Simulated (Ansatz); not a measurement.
**C7H12: a ladder of functionals and wavefunction methods**

The task here is to estimate one member of a computed series from the others.

Method: functionals in def2-TZVPP, the program's frozen cores in correlated methods; program: Ansatz 0.2.0, Gaussian basis.

The runs, in order: LDA (SPW92), PBE-D4, revPBE-D4, BLYP-D4, r2SCAN-D4, B97M-V, PBE0-D4, B3LYP-D4, r2SCANh-D4, r2SCAN0-D4, HSE06-D4, BHLYP-D4, CAM-B3LYP-D4, LC-ωPBE, ωB97X-V, ωB97M-V, B2PLYP, PBE-QIDH; CCSD(T)/def2-SVP; CCSD(T)/def2-TZVPP; MP2/def2-QZVPP; extrapolation to the limit; RPA on PBE.

## The geometry

All runs share one geometry, relaxed beforehand with PBE0-D4 in a triple-zeta def2 set.

SMILES `CCC1C=CCC1`, 19 atoms, charge 0, spin multiplicity 1.

Atoms are counted from 1 here; the program's logs count them from 0.

Bond lengths: C1–C2 1.519 Å, C1–H8 1.094 Å, C1–H9 1.093 Å, C1–H10 1.092 Å, C2–C3 1.523 Å, C2–H11 1.097 Å, C2–H12 1.096 Å, C3–C4 1.504 Å, C3–C7 1.541 Å, C3–H13 1.102 Å, C4–C5 1.327 Å, C4–H14 1.085 Å, C5–C6 1.500 Å, C5–H15 1.084 Å, C6–C7 1.536 Å, C6–H16 1.098 Å, C6–H17 1.094 Å, C7–H18 1.095 Å and more. Angles: C2–C1–H8 111.0°, C2–C1–H9 111.4°, C2–C1–H10 111.4°, H8–C1–H9 107.5°, H8–C1–H10 107.7°, H9–C1–H10 107.6°, C1–C2–C3 113.2°, C1–C2–H11 110.0°, C1–C2–H12 109.5°, C3–C2–H11 108.6°, C3–C2–H12 109.0°, H11–C2–H12 106.3°, C2–C3–C4 114.3°, C2–C3–C7 114.2°, C2–C3–H13 107.5°, C4–C3–C7 102.2°, C4–C3–H13 108.6°, C7–C3–H13 109.8° and more.

Set-up of the first run:

in.yaml reads:

```yaml
crystal:
  periodic: [false, false, false]
  atoms:
    - {symbol: C, position_ang: [1.043523, -1.377321, -1.829937]}
    - {symbol: C, position_ang: [1.339471, -0.403183, -0.702762]}
    - {symbol: C, position_ang: [0.128770, 0.423620, -0.289646]}
    - {symbol: C, position_ang: [0.402610, 1.416899, 0.805412]}
    - {symbol: C, position_ang: [-0.558267, 1.439517, 1.721028]}
    - {symbol: C, position_ang: [-1.657876, 0.471803, 1.396143]}
    - {symbol: C, position_ang: [-1.029073, -0.403317, 0.301344]}
    - {symbol: H, position_ang: [0.682632, -0.850674, -2.718311]}
    - {symbol: H, position_ang: [0.276075, -2.100257, -1.541556]}
    - {symbol: H, position_ang: [1.935331, -1.939512, -2.115956]}
    - {symbol: H, position_ang: [1.707193, -0.947206, 0.175394]}
    - {symbol: H, position_ang: [2.147119, 0.272617, -1.005647]}
    - {symbol: H, position_ang: [-0.219005, 0.970170, -1.180854]}
    - {symbol: H, position_ang: [1.277796, 2.057989, 0.804251]}
    - {symbol: H, position_ang: [-0.584867, 2.100840, 2.579690]}
    - {symbol: H, position_ang: [-2.541758, 1.010290, 1.030061]}
    - {symbol: H, position_ang: [-1.989374, -0.108977, 2.261703]}
    - {symbol: H, position_ang: [-0.609800, -1.305429, 0.759862]}
    - {symbol: H, position_ang: [-1.750482, -0.727866, -0.450198]}
basis:
  gaussian: {orbitals: def2-TZVPP}
hamiltonian: {xc: lda}
output: {orbitals: {seedname: orbitals}}
```

Command:

```console
$ ansatz run in.yaml --threads 2 --pin off --events-out ev --progress --plain --max-ram 32768MiB --backend cuda --devices 0, --max-vram 18GiB
```

Among the steps run: LDA; PBE-D4 (GGA); revPBE-D4 (GGA); BLYP-D4 (GGA); r2SCAN-D4 (meta-GGA); B97M-V (meta-GGA); B3LYP-D4 (hybrid); r2SCANh-D4 (hybrid); r2SCAN0-D4 (hybrid); HSE06-D4 (hybrid); BHLYP-D4 (hybrid); CAM-B3LYP-D4 (range-separated); LC-ωPBE (range-separated); ωB97X-V (range-separated); ωB97M-V (range-separated); B2PLYP (double hybrid); PBE-QIDH (double hybrid).

One of the session's tables, all rows but one given; the rest of the session is left out.

It belongs to the step «Frontier levels by functional». 

| functional | HOMO (eV) | LUMO (eV) | gap (eV) |
| --- | --- | --- | --- |
| LDA (SPW92) | -5.86 | -0.67 | 5.18 |
| PBE-D4 | -5.72 | -0.44 | 5.28 |
| revPBE-D4 | -5.66 | -0.35 | 5.32 |
| BLYP-D4 | -5.59 | -0.31 | 5.28 |
| r2SCAN-D4 | -5.89 | -0.20 | 5.70 |
| B97M-V | -5.95 | -0.16 | 5.79 |
| PBE0-D4 | -6.82 | 0.60 | 7.43 |
| B3LYP-D4 | -6.63 | 0.36 | 6.99 |
| r2SCANh-D4 | -6.31 | 0.18 | 6.49 |
| r2SCAN0-D4 | -6.94 | 0.74 | 7.68 |
| HSE06-D4 | -6.42 | 0.22 | 6.64 |
| BHLYP-D4 | -7.80 | 1.73 | 9.52 |
| CAM-B3LYP-D4 | -8.15 | 1.75 | 9.90 |
| LC-ωPBE | -9.50 | 2.95 | 12.44 |
| ωB97X-V | ? | ? | ? |
| ωB97M-V | -9.05 | 2.65 | 11.70 |

Estimate the missing values for ωB97X-V.

The run gave: HOMO (eV): -9.14; LUMO (eV): 2.84; gap (eV): 11.98. In the column «HOMO (eV)» it lies between LC-ωPBE (-9.50) and ωB97M-V (-9.05).
